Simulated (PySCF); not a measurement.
**CH5BClN (SMILES CNBCl): TPSS/def2-SVP**

What is the energy change on altering one bond length of CH5BClN at TPSS/def2-SVP? Input form: a Python script.

The calculation is run with PySCF 2.14.0.

3 further runs of the same task are left out: 3 set aside as unsound or not needed.

### 1 The system as given

CH5BClN: 9 atoms, total charge 0, spin state singlet. SMILES: `CNBCl`. The coordinates come from a PBE0-D4/def2-TZVP relaxation. This is one conformer, not always the lowest.

Bond lengths: C1–N2 1.445 Å, N2–B3 1.381 Å, B3–Cl4 1.771 Å, C1–H5 1.094 Å, C1–H6 1.094 Å, C1–H7 1.090 Å, N2–H8 1.009 Å, B3–H9 1.192 Å. Some angles: C1–N2–B3 126.0°, N2–B3–Cl4 119.6°, C1–N2–H8 115.0°, B3–N2–H8 119.0°, N2–C1–H5 111.4°, N2–C1–H6 111.4°, N2–C1–H7 109.2°, N2–B3–H9 121.5°, Cl4–B3–H9 118.9°, H5–C1–H6 108.3°.

### 2 A single-point energy at TPSS/def2-SVP

Contents of run.py:

```python
from pyscf import gto, dft

mol = gto.Mole()
mol.atom = '''
C      0.963949     0.911037    -1.839459
N     -0.770819    -0.427078    -0.211082
B     -0.493407    -0.784614     2.358756
Cl    -2.825707    -2.484045     4.053085
H      1.713982    -0.322009    -3.319304
H      0.052723     2.530154    -2.745394
H      2.544894     1.606078    -0.718096
H     -2.306411    -1.144229    -1.084514
H      1.288037     0.026834     3.473695
'''
mol.charge = 0
mol.max_memory = 1860
mol.basis = 'def2-svp'
mol.verbose = 4
mol.unit = 'bohr'
mol.build()

calc0 = dft.RKS(mol)
calc0.xc = 'tpss'
calc0.conv_tol = 1e-10
calc0.grids.level = 5
calc0.kernel()
if not calc0.converged:
    calc0 = calc0.newton().run(calc0.mo_coeff, calc0.mo_occ)

etot = calc0.e_tot
print('Final energy', etot)
```

Launch:

```
$ OMP_NUM_THREADS=1 python run.py
```

Log:

```text
PySCF version 2.14.0

[INPUT] num. atoms = 9
[INPUT] num. electrons = 40
[INPUT] charge = 0
[INPUT] spin (= nelec alpha-beta = 2S) = 0
[INPUT] symmetry False subgroup None
[INPUT] Mole.unit = bohr
[INPUT] Symbol           X                Y                Z      unit          X                Y                Z       unit  Magmom
[INPUT]  1 C      0.510099843289   0.482100018705  -0.973399783222 AA    0.963949000000   0.911037000000  -1.839459000000 Bohr   0.0
[INPUT]  2 N     -0.407899848544  -0.225999944885  -0.111699784035 AA   -0.770819000000  -0.427078000000  -0.211082000000 Bohr   0.0
[INPUT]  3 B     -0.261099740108  -0.415199848169   1.248199921321 AA   -0.493407000000  -0.784614000000   2.358756000000 Bohr   0.0
[INPUT]  4 Cl    -1.495299749137  -1.314500004900   2.144800215922 AA   -2.825707000000  -2.484045000000   4.053085000000 Bohr   0.0
[INPUT]  5 H      0.907000214327  -0.170399824511  -1.756500032916 AA    1.713982000000  -0.322009000000  -3.319304000000 Bohr   0.0
[INPUT]  6 H      0.027899810091   1.338899836918  -1.452799939797 AA    0.052723000000   2.530154000000  -2.745394000000 Bohr   0.0
[INPUT]  7 H      1.346699909007   0.849899876560  -0.380000038453 AA    2.544894000000   1.606078000000  -0.718096000000 Bohr   0.0
[INPUT]  8 H     -1.220500140215  -0.605499910874  -0.573900093724 AA   -2.306411000000  -1.144229000000  -1.084514000000 Bohr   0.0
[INPUT]  9 H      0.681599827222   0.014199941278   1.838200231687 AA    1.288037000000   0.026834000000   3.473695000000 Bohr   0.0

nuclear repulsion = 139.526735964947
number of shells = 41
number of NR pGTOs = 143
number of NR cGTOs = 85
basis = def2-svp
ecp = {}

******** <class 'pyscf.dft.rks.RKS'> ********
method = RKS
initial guess = minao
damping factor = 0
level_shift factor = 0
DIIS = <class 'pyscf.scf.diis.CDIIS'>
diis_start_cycle = 1
diis_space = 8
diis_damp = 0
SCF conv_tol = 1e-10
SCF conv_tol_grad = None
SCF max_cycles = 50
direct_scf = True
direct_scf_tol = 1e-13
XC library pyscf.dft.libxc version 7.0.0
    S. Lehtola, C. Steigemann, M. J.T. Oliveira, and M. A.L. Marques.,  SoftwareX 7, 1–5 (2018)
XC functionals = tpss
    J. Tao, J. P. Perdew, V. N. Staroverov, and G. E. Scuseria.,  Phys. Rev. Lett. 91, 146401 (2003)
    J. Tao, J. P. Perdew, V. N. Staroverov, and G. E. Scuseria.,  Phys. Rev. Lett. 91, 146401 (2003)
radial grids:
    Treutler-Ahlrichs [JCP 102, 346 (1995); DOI:10.1063/1.469408] (M4) radial grids

becke partition: Becke, JCP 88, 2547 (1988); DOI:10.1063/1.454033
pruning grids: <function nwchem_prune>
grids dens level: 5
symmetrized grids: False
atomic radii adjust function: <function treutler_atomic_radii_adjust>
small_rho_cutoff = 0
Set gradient conv threshold to 1e-05
Initial guess from minao.
tot grids = 289000
init E= -580.940969078011
  HOMO = -0.309865450450786  LUMO = -0.0737821653931046  gap/eV = 6.42415
cycle= 1 E= -580.779984427296  delta_E= 0.161  |g|= 0.348  |ddm|= 2.97
  HOMO = -0.178077912312568  LUMO = 0.0310283651141123  gap/eV = 5.69007
cycle= 2 E= -580.760416829773  delta_E= 0.0196  |g|= 0.464  |ddm|= 0.827
  HOMO = -0.238516385920568  LUMO = -0.00265185202965634  gap/eV = 6.41820
cycle= 3 E= -580.807161178985  delta_E= -0.0467  |g|= 0.13  |ddm|= 0.465
  HOMO = -0.235926254100069  LUMO = -0.00696525977138895  gap/eV = 6.23035
cycle= 4 E= -580.811509603528  delta_E= -0.00435  |g|= 0.0179  |ddm|= 0.143
  HOMO = -0.23584273805741  LUMO = -0.006783653011603  gap/eV = 6.23302
cycle= 5 E= -580.811574887268  delta_E= -6.53e-05  |g|= 0.00673  |ddm|= 0.0216
  HOMO = -0.235740315422989  LUMO = -0.00644337422022279  gap/eV = 6.23949
cycle= 6 E= -580.81158532562  delta_E= -1.04e-05  |g|= 0.0017  |ddm|= 0.00676
  HOMO = -0.235857334686769  LUMO = -0.00661097355049867  gap/eV = 6.23811
cycle= 7 E= -580.811586101448  delta_E= -7.76e-07  |g|= 0.000232  |ddm|= 0.00188
  HOMO = -0.235847645247632  LUMO = -0.00658115126278735  gap/eV = 6.23866
cycle= 8 E= -580.811586114127  delta_E= -1.27e-08  |g|= 0.000107  |ddm|= 0.000365
  HOMO = -0.235849289513325  LUMO = -0.0065877489813162  gap/eV = 6.23852
cycle= 9 E= -580.811586117603  delta_E= -3.48e-09  |g|= 1.81e-05  |ddm|= 0.000156
  HOMO = -0.235849275722256  LUMO = -0.00658712859633326  gap/eV = 6.23854
cycle= 10 E= -580.811586117689  delta_E= -8.57e-11  |g|= 2.86e-06  |ddm|= 2.05e-05
  HOMO = -0.23584917630275  LUMO = -0.00658739720721213  gap/eV = 6.23853
Extra cycle  E= -580.811586117688  delta_E= 9.09e-13  |g|= 3.01e-06  |ddm|= 6.14e-06
converged SCF energy = -580.811586117688
Final energy -580.8115861176876
```

Run time: 33 s. Hardware: 1 thread of Intel Xeon Platinum 8488C (Sapphire Rapids), shared host; peak memory 0.45 GiB.

### 3 The distorted shape, same level

Contents of job.py:

```python
from pyscf import gto, dft

mol = gto.M(
    atom='''
C    0.488085   0.510473  -1.177338
N   -0.429915  -0.197627  -0.315638
B   -0.261100  -0.415200   1.248200
Cl  -1.495300  -1.314500   2.144800
H    0.884985  -0.142027  -1.960438
H    0.005885   1.367273  -1.656738
H    1.324685   0.878273  -0.583938
H   -1.242515  -0.577127  -0.777838
H    0.681600   0.014200   1.838200
''',
    spin=0,
    max_memory=1860,
    basis='def2-svp',
    charge=0,
    verbose=3,
)

ks = dft.RKS(mol)
ks.xc = 'tpss'
ks.conv_tol = 1e-10
ks.grids.level = 5
ks.kernel()
if not ks.converged:
    ks = ks.newton().run(ks.mo_coeff, ks.mo_occ)

e_tot = ks.e_tot
print('Final energy', e_tot)
```

Launch:

```
$ OMP_NUM_THREADS=1 python job.py
```

Log:

```text
converged SCF energy = -580.791556688104
Final energy -580.7915566881039
```

Wall time 36 s (1 thread of Intel Xeon Platinum 8488C (Sapphire Rapids), shared host); peak memory 0.44 GiB.

### 4 What came out

Level: TPSS/def2-SVP.

```
                                                         quantity          value
                                        first shape: total energy  -580.81159 Eh
                                       first shape: dipole moment         2.94 D
                                         first shape: HOMO energy       -6.42 eV
                                         first shape: LUMO energy       -0.18 eV
                                       first shape: HOMO–LUMO gap        6.24 eV
                                    distorted shape: total energy  -580.79156 Eh
                                   distorted shape: dipole moment         2.19 D
                                     distorted shape: HOMO energy       -5.86 eV
                                     distorted shape: LUMO energy       -0.98 eV
                                   distorted shape: HOMO–LUMO gap        4.88 eV
energy change with the N2–B3 bond stretched from 1.381 to 1.588 Å       0.545 eV
```

With the N2–B3 bond stretched from 1.381 to 1.588 Å the energy rises by 0.55 eV (52.6 kJ/mol). The first shape isn't relaxed at this level, so the change isn't measured from a minimum. Mulliken charges (distorted shape) run from -0.27 on N2 to +0.13 on H8.
